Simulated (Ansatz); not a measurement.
**BH4OSbTe: up Jacob's ladder to CCSD(T)**

The task here is to estimate one member of a computed series from the others.

Computed with Ansatz 0.2.0, Gaussian basis. Level: functionals in def2-TZVPP, the program's frozen cores in correlated methods.

The runs, in order: LDA (SPW92), PBE-D4, revPBE-D4, BLYP-D4, r2SCAN-D4, B97M-V, PBE0-D4, B3LYP-D4, r2SCANh-D4, r2SCAN0-D4, HSE06-D4, BHLYP-D4, CAM-B3LYP-D4, LC-ωPBE, ωB97X-V, ωB97M-V, B2PLYP, PBE-QIDH; CCSD(T)/def2-SVP; CCSD(T)/def2-TZVPP; MP2/def2-QZVPP; extrapolation to the limit; RPA on PBE.

### The geometry

The geometry comes from an earlier relaxation with PBE0-D4 in a triple-zeta def2 set; it is a stationary point, not always the lowest conformer. Sb, Te take the def2 core potential; no spin-orbit term is included.

8 atoms, charge 0, spin multiplicity 1.

Atoms are counted from 1 here; the program's logs count them from 0.

Bond lengths: B1–Sb2 2.226 Å, B1–Te4 2.343 Å, B1–H5 1.195 Å, B1–H6 1.195 Å, Sb2–O3 1.971 Å, Sb2–Te4 2.846 Å, O3–H7 0.961 Å, Te4–H8 1.660 Å. Angles: Sb2–B1–Te4 77.0°, Sb2–B1–H5 116.2°, Sb2–B1–H6 115.4°, Te4–B1–H5 109.1°, Te4–B1–H6 105.6°, H5–B1–H6 122.4°, B1–Sb2–O3 96.7°, B1–Sb2–Te4 53.4°, O3–Sb2–Te4 94.6°, Sb2–O3–H7 110.7°, B1–Te4–Sb2 49.6°, B1–Te4–H8 97.2°, Sb2–Te4–H8 92.5°.

Geometry (Å):

```xyz
8

B    -0.6250    0.9885   -0.2531
Sb    0.8159   -0.5469   -0.9741
O     2.2385   -0.1562    0.3323
Te   -1.2073   -0.9080    0.9940
H    -1.5218    1.2600   -0.9941
H    -0.1879    1.7715    0.5367
H     2.8419   -0.9003    0.4092
H    -2.2620   -1.5658   -0.1068
```

Set-up of the first run:

Input file in.yaml:

```yaml
crystal:
  periodic: [false, false, false]
  atoms:
    - {symbol: B, position_ang: [-0.624989, 0.988505, -0.253104]}
    - {symbol: Sb, position_ang: [0.815909, -0.546857, -0.974130]}
    - {symbol: O, position_ang: [2.238492, -0.156153, 0.332342]}
    - {symbol: Te, position_ang: [-1.207337, -0.907967, 0.993970]}
    - {symbol: H, position_ang: [-1.521800, 1.260004, -0.994123]}
    - {symbol: H, position_ang: [-0.187919, 1.771513, 0.536666]}
    - {symbol: H, position_ang: [2.841886, -0.900286, 0.409231]}
    - {symbol: H, position_ang: [-2.262043, -1.565758, -0.106753]}
basis:
  gaussian: {orbitals: def2-TZVPP}
hamiltonian: {xc: lda}
output: {orbitals: {seedname: orbitals}}
```

Among the steps run: LDA; PBE-D4 (GGA); revPBE-D4 (GGA); BLYP-D4 (GGA); r2SCAN-D4 (meta-GGA); B97M-V (meta-GGA); PBE0-D4 (hybrid); B3LYP-D4 (hybrid); r2SCANh-D4 (hybrid); r2SCAN0-D4 (hybrid); HSE06-D4 (hybrid); BHLYP-D4 (hybrid); CAM-B3LYP-D4 (range-separated); LC-ωPBE (range-separated); ωB97X-V (range-separated); ωB97M-V (range-separated); B2PLYP (double hybrid); PBE-QIDH (double hybrid).

One table of the session follows, with a row left open; its other results are not shown here.

It belongs to the step «Frontier levels by functional». 

```
  functional  HOMO (eV)  LUMO (eV)  gap (eV)
 LDA (SPW92)          ?          ?         ?
      PBE-D4      -5.57      -2.75      2.82
   revPBE-D4      -5.51      -2.67      2.83
     BLYP-D4      -5.40      -2.65      2.75
   r2SCAN-D4      -5.78      -2.67      3.11
      B97M-V      -5.76      -2.59      3.18
     PBE0-D4      -6.57      -2.11      4.47
    B3LYP-D4      -6.37      -2.30      4.07
  r2SCANh-D4      -6.16      -2.43      3.73
  r2SCAN0-D4      -6.71      -2.07      4.65
    HSE06-D4      -6.19      -2.47      3.72
    BHLYP-D4      -7.42      -1.38      6.04
CAM-B3LYP-D4      -7.76      -1.22      6.54
     LC-ωPBE      -9.00      -0.24      8.76
     ωB97X-V      -8.70      -0.30      8.40
     ωB97M-V      -8.59      -0.43      8.16
```

Q: Estimate the row for LDA (SPW92) from the others.

As computed: HOMO (eV): -5.74; LUMO (eV): -2.97; gap (eV): 2.77. In the column «HOMO (eV)» it lies between B97M-V (-5.76) and PBE-D4 (-5.57).
